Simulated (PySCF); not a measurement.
# F4NRe ([ReNF4]-): the cost of one run

Computed with PySCF 2.14.0 and routines of our own; the level stands in each step. Atoms count from 0.

## 1. The system as given

6 atoms, charge -1, states of the metal's open shell are computed; geometry from: GFN2-xTB, shaken.

## 2. Geometry optimisation at PBE0-D3(BJ)/def2-TZVP

What the job is given:

```
{"job": {"xc": "PBE0", "basis": "def2-TZVP", "d3": "d3bj", "grid": 1, "maxiter": 45, "kind": "geom"}, "charge": -1, "metal": "Re", "open_shell": "d1"}
Re    -0.000320     0.004700    -0.011220
N     -0.009910    -0.012980     1.699640
F      1.856900     0.031250    -0.435550
F     -0.023840     1.865640    -0.414650
F     -1.856020    -0.022680    -0.425230
F      0.023440    -1.874940    -0.441300
```

Run with:

```bash
$ OMP_NUM_THREADS=1 python lf_run.py task.json out
```

One launch serves the whole session: the jobs run in the order shown.

Q: Estimate the wall time and peak memory of this first job on 1 thread of Intel Xeon 6975P-C, shared host.

About 2.8 min, with a peak of 0.75 GiB.
